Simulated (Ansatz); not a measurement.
A first try at a comparison of functionals at one structure of LaPd₃, space group Pm-3m, using the Python package of Ansatz (0.2.0).

Script `run_xc.py`:
```python
"""Functional comparison for LaPd3 (totals differ with the potentials too)."""

import ansatz as az
from ase import Atoms


def main() -> None:
    atoms = Atoms(
        ["La", "Pd", "Pd", "Pd"],
        scaled_positions=[
            (0.0, 0.0, 0.0),
            (0.0, 0.5, 0.5),
            (0.5, 0.0, 0.5),
            (0.5, 0.5, 0.0),
        ],
        cell=[
            (2.237458, 0.0, 0.0),
            (0.0, 2.237458, 0.0),
            (0.0, 0.0, 2.237458),
        ],
        pbc=True,
    )
    structure = az.Crystal.from_ase(atoms)

    base = (
        structure.calculation()
        .kpoints(11)
        .occupations("Fermi-Dirac", width=0.05)
        .pseudopotentials("paw")
        .basis(420)
        .scf(max_iterations=50)
    )

    rows = []
    for value in ["pbesol", "blyp", "lda"]:
        summary = base.functional(value).run().report
        rows.append((value, summary["free_energy_ev"] / len(summary["lattice"]["sites"]), summary["n_iterations"], summary["n_kpoints"]))

    print("  functional   F/atom (eV)    iterations      k-points")
    for row in rows:
        print(f"{str(row[0]):>12s}  {row[1]:12.5f}  {row[2]:12d}  {row[3]:12d}")


if __name__ == "__main__":
    main()
```

`python run_xc.py` gives:
```text
  functional   F/atom (eV)    iterations      k-points
      pbesol   -6568.04707            15            56
        blyp   -6648.96628            15            56
         lda   -6502.32891            15            56
```

The script ran to its end, but the result can't be trusted. Why?

The fault: the cell is far too small. The change:

```diff
--- before
+++ after
@@ -16,5 +16,5 @@
         cell=[
-            (2.237458, 0.0, 0.0),
-            (0.0, 2.237458, 0.0),
-            (0.0, 0.0, 2.237458),
+            (4.228, 0.0, 0.0),
+            (0.0, 4.228, 0.0),
+            (0.0, 0.0, 4.228),
         ],
@@ -26,3 +26,3 @@
         structure.calculation()
-        .kpoints(11)
+        .kpoints(6)
         .occupations("Fermi-Dirac", width=0.05)
```

After the fix:

Running `python run_xc.py` prints:
```text
  functional   F/atom (eV)    iterations      k-points
      pbesol   -6721.05785             7            20
        blyp   -6808.74375             7            20
         lda   -6653.20819             7            20
```

Notes:
- No spin polarisation was allowed.
- BLYP and dispersion corrections can be off by several per cent in the lattices of metals, and by several GPa in the pressure at a fixed cell.
- For a metal this k-point mesh is coarse: on a finer one energies can move by several to tens of meV an atom and pressures by half a GPa or more, differences at one mesh by less.
- The structure is a deposited one; some such entries were measured under pressure or heat, so a shift against it needn't be the functional's error alone.
- Total energies of different functionals can't be compared; pressures, moments and gaps at this one structure can.
- It ran for 3.6 s on 1 thread of AMD EPYC 9R45 96-Core Processor (Zen 5), with other jobs on the host, peak memory 0.46 GiB.

(Lines on the test bed's own set-up are left out of the output.)
